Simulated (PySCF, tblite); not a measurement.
**C₆H₉ClN₂Si: geometry, infrared bands and NMR shifts**

Wanted: the infrared bands and NMR shifts of C₆H₉ClN₂Si (`C=CC[Si@H](Cl)/N=C\CC#N`), by calculation.

Programs: tblite 0.8.0 and PySCF 2.14.0, with density-fitted response routines of our own. Each step states its level of theory. These are calculated values for one molecule in the gas phase, unless marked as measured. Atoms count from 0, in the outputs and in this text.

## Step 1: The starting structure

19 atoms, charge 0, multiplicity 1; geometry from: force field or distance geometry start.

Bonds of the start (Å): C0–C1 1.33, C1–C2 1.51, C2–Si3 1.85, Si3–Cl4 2.07, Si3–N5 1.72, N5–C6 1.30, C6–C7 1.51, C7–C8 1.47, C8–N9 1.15, C0–H10 1.08, C0–H11 1.10, C1–H12 1.11, C2–H13 1.10, C2–H14 1.11, Si3–H15 1.48, C6–H16 1.11, C7–H17 1.09, C7–H18 1.10.

## Step 2: Optimising the geometry with GFN2-xTB

Job settings and geometry (Å):

```
{"job": {"kind": "relax", "xc": "GFN2-xTB", "basis": "xTB"}, "charge": 0, "multiplicity": 1}
C     -3.629300    -1.000700    -1.192700
C     -2.991700    -0.462300    -0.158200
C     -1.862100     0.537700    -0.268900
Si    -0.207100     0.012900     0.368000
Cl    -0.304000    -0.407900     2.388300
N      0.904600     1.302000     0.114100
C      2.191500     1.213800     0.299900
C      3.039400     0.053700     0.777900
C      4.032500    -0.276800    -0.251100
N      4.817400    -0.527600    -1.055100
H     -3.394100    -0.740000    -2.218700
H     -4.450400    -1.710100    -1.037300
H     -3.299900    -0.749800     0.868100
H     -1.747000     0.834300    -1.325100
H     -2.185400     1.456400     0.263100
H      0.332300    -1.197100    -0.286900
H      2.761600     2.141100     0.103200
H      3.538800     0.362500     1.690800
H      2.443100    -0.832700     1.019400
```

Launch:

```sh
> OMP_NUM_THREADS=1 python probes_run.py task.json out
```

The driver reads the jobs from task.json and runs them one after another.

**Question.** This job is followed by: GFN2-xTB harmonic vibrations, gas phase; GIAO PBE0/pcSseg-1 NMR shielding, non-relativistic, gas phase. Predict these results of the whole session: strongest single infrared mode (GFN2-xTB); zero-point energy (GFN2-xTB); 13C shifts against TMS (PBE0/pcSseg-1); 1H shifts against TMS (PBE0/pcSseg-1); 29Si shifts against TMS (PBE0/pcSseg-1); 35Cl shifts against HCl (PBE0/pcSseg-1); 15N shifts against NH3 (PBE0/pcSseg-1); surface potential, 1st and 99th percentile.

The runs gave:

```
                                 quantity                                                     value
strongest single infrared mode (GFN2-xTB)                                     1778 cm⁻¹, 395 km/mol
             zero-point energy (GFN2-xTB)                                             85.1 kcal/mol
   13C shifts against TMS (PBE0/pcSseg-1)                167.2, 139.8, 122.8, 117.3, 31.1, 30.6 ppm
    1H shifts against TMS (PBE0/pcSseg-1)  8.40, 6.29, 5.74, 5.42, 5.37, 3.23, 2.97, 2.35, 1.92 ppm
  29Si shifts against TMS (PBE0/pcSseg-1)                                                 -19.1 ppm
  35Cl shifts against HCl (PBE0/pcSseg-1)                                                    -1 ppm
   15N shifts against NH3 (PBE0/pcSseg-1)                                          400.0, 310.2 ppm
    surface potential, 1st and 99th percentile                                        -1.49 V and 1.71 V
```

**Reading.** Relaxing lowered the energy by 0.346 eV in 178 steps; the close pair that moved most is N5–C6, from 1.303 to 1.245 Å. All 51 modes are real, so the xTB geometry is a minimum. The strongest single mode, at 1778 cm⁻¹, moves mainly C6 and N5. GFN2-xTB is a fitted tight-binding method: band positions and strengths are rough. Its intensities can rank the bands wrongly. At PBE0/pcSseg-1: The widest tensor belongs to N5: span 681 ppm, with a paramagnetic part of -467 ppm. By nearest atom (PBE0/pcSseg-1), the HOMO sits on C0 35 %; C1 27 % and the LUMO on C6 35 %; N5 27 %.
